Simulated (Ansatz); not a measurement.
# BH9Si2Sn: up Jacob's ladder to CCSD(T)

How much do the methods differ for BH9Si2Sn? The plan is to run it at one geometry with functionals of several rungs and with coupled cluster, and see how far each lands from CCSD(T) at the basis-set limit for the atomisation energy.

Method: functionals in def2-TZVPP, the program's frozen cores in correlated methods; program: Ansatz 0.2.0, Gaussian basis.

Levels to be run: LDA (SPW92), PBE-D4, revPBE-D4, BLYP-D4, r2SCAN-D4, B97M-V, PBE0-D4, B3LYP-D4, r2SCANh-D4, r2SCAN0-D4, HSE06-D4, BHLYP-D4, CAM-B3LYP-D4, LC-ωPBE, ωB97X-V, ωB97M-V, B2PLYP, PBE-QIDH; CCSD(T)/def2-SVP; CCSD(T)/def2-TZVPP; MP2/def2-QZVPP; extrapolation to the limit; RPA on PBE.

## Step 1: The geometry

All runs share one geometry, relaxed beforehand with PBE0-D4 in a triple-zeta def2 set. Sn takes the def2 core potential; no spin-orbit term is included.

SMILES `[BH2][SnH2][SiH2][SiH3]`, 13 atoms, charge 0, spin multiplicity 1.

Atoms are counted from 1 here; the program's logs count them from 0.

Bond lengths: B1–Sn2 2.234 Å, B1–H5 1.194 Å, B1–H6 1.194 Å, Sn2–Si3 2.578 Å, Sn2–H7 1.710 Å, Sn2–H8 1.711 Å, Si3–Si4 2.335 Å, Si3–H9 1.489 Å, Si3–H10 1.490 Å, Si4–H11 1.488 Å, Si4–H12 1.488 Å, Si4–H13 1.489 Å. Angles: Sn2–B1–H5 120.4°, Sn2–B1–H6 120.9°, H5–B1–H6 118.6°, B1–Sn2–Si3 106.7°, B1–Sn2–H7 113.8°, B1–Sn2–H8 113.0°, Si3–Sn2–H7 108.3°, Si3–Sn2–H8 107.1°, H7–Sn2–H8 107.6°, Sn2–Si3–Si4 109.5°, Sn2–Si3–H9 110.0°, Sn2–Si3–H10 109.1°, Si4–Si3–H9 110.6°, Si4–Si3–H10 109.4°, H9–Si3–H10 108.1°, Si3–Si4–H11 112.3°, Si3–Si4–H12 109.9°, Si3–Si4–H13 108.8° and more.

## Step 2: LDA

This LDA is Slater exchange with PW92 correlation.

in.yaml reads:

```yaml
crystal:
  periodic: [false, false, false]
  atoms:
    - {symbol: B, position_ang: [-0.575170, 2.459632, -0.239581]}
    - {symbol: Sn, position_ang: [1.203646, 1.175040, -0.660138]}
    - {symbol: Si, position_ang: [0.877815, -1.001078, 0.682350]}
    - {symbol: Si, position_ang: [-1.218563, -1.909788, 0.200132]}
    - {symbol: H, position_ang: [-1.571095, 2.342667, -0.887812]}
    - {symbol: H, position_ang: [-0.575153, 3.225543, 0.676272]}
    - {symbol: H, position_ang: [2.690704, 1.878757, -0.192165]}
    - {symbol: H, position_ang: [1.336580, 0.735761, -2.308389]}
    - {symbol: H, position_ang: [1.957684, -1.971543, 0.350248]}
    - {symbol: H, position_ang: [0.961705, -0.693754, 2.137908]}
    - {symbol: H, position_ang: [-1.478979, -3.164035, 0.956905]}
    - {symbol: H, position_ang: [-1.321912, -2.198855, -1.255545]}
    - {symbol: H, position_ang: [-2.266761, -0.913146, 0.554614]}
basis:
  gaussian: {orbitals: def2-TZVPP}
hamiltonian: {xc: lda}
output: {orbitals: {seedname: orbitals}}
```

Further steps of the session: PBE-D4 (GGA); revPBE-D4 (GGA); BLYP-D4 (GGA); r2SCAN-D4 (meta-GGA); B97M-V (meta-GGA); PBE0-D4 (hybrid); B3LYP-D4 (hybrid); r2SCANh-D4 (hybrid); r2SCAN0-D4 (hybrid); HSE06-D4 (hybrid); BHLYP-D4 (hybrid); CAM-B3LYP-D4 (range-separated); LC-ωPBE (range-separated); ωB97X-V (range-separated); ωB97M-V (range-separated); B2PLYP (double hybrid); PBE-QIDH (double hybrid); CCSD(T) in def2-SVP; CCSD(T) in def2-TZVPP; MP2 in def2-QZVPP; RPA on PBE orbitals.

Q: Predict the results of all the runs planned. Wanted: atomisation energy, CCSD(T)/CBS; farthest beyond LDA; mean size of error, GGA; mean size of error, meta-GGA; mean size of error, hybrid; mean size of error, range-separated; mean size of error, double hybrid; gap, smallest and largest; T1 diagnostic.

As calculated:

| quantity | value |
| --- | --- |
| atomisation energy, CCSD(T)/CBS | 3607.8 kJ/mol |
| functionals within 36.1 kJ/mol (1.0 %) | r2SCAN-D4, B97M-V, B3LYP-D4, r2SCANh-D4, r2SCAN0-D4, BHLYP-D4, CAM-B3LYP-D4, ωB97X-V, ωB97M-V |
| farthest beyond LDA | revPBE-D4 (-107.5 kJ/mol) |
| mean size of error, GGA | 77.1 kJ/mol |
| mean size of error, meta-GGA | 21.7 kJ/mol |
| mean size of error, hybrid | 31.3 kJ/mol |
| mean size of error, range-separated | 26.7 kJ/mol |
| mean size of error, double hybrid | 65.7 kJ/mol |
| gap, smallest and largest | 2.87 eV (LDA (SPW92)), 9.57 eV (LC-ωPBE) |
| T1 diagnostic | 0.0138 |
| triples share of the correlation energy | 3.1 % |

What this shows: LDA overbinds by 359.7 kJ/mol (10 %). PBE-D4 is off by -55.6 kJ/mol. Double hybrids carry the basis error of their MP2 part in triple zeta, and no dispersion term here, so their miss is partly the set-up's. The rungs meta-GGA, range-separated, hybrid miss on average by less than the doubt on the reference (36.1 kJ/mol), so they tie. The reference freezes the cores and leaves out spin-orbit coupling and excitations past (T), and its outer-core shells are covered unevenly, so misses under about 36.1 kJ/mol can't be ranked. All levels share the lack of spin-orbit coupling, which lowers the free heavy atoms and so the true binding. Hartree-Fock recovers 76 % of the binding; the rest is correlation. CCSD(T) in def2-SVP is off by -242.2 kJ/mol, which most functionals beat. The gap grows from 2.9 to 9.6 eV across the functionals, mostly with the share of exact exchange. Correlated methods include outer-core shells of Sn, which these sets cover unevenly.
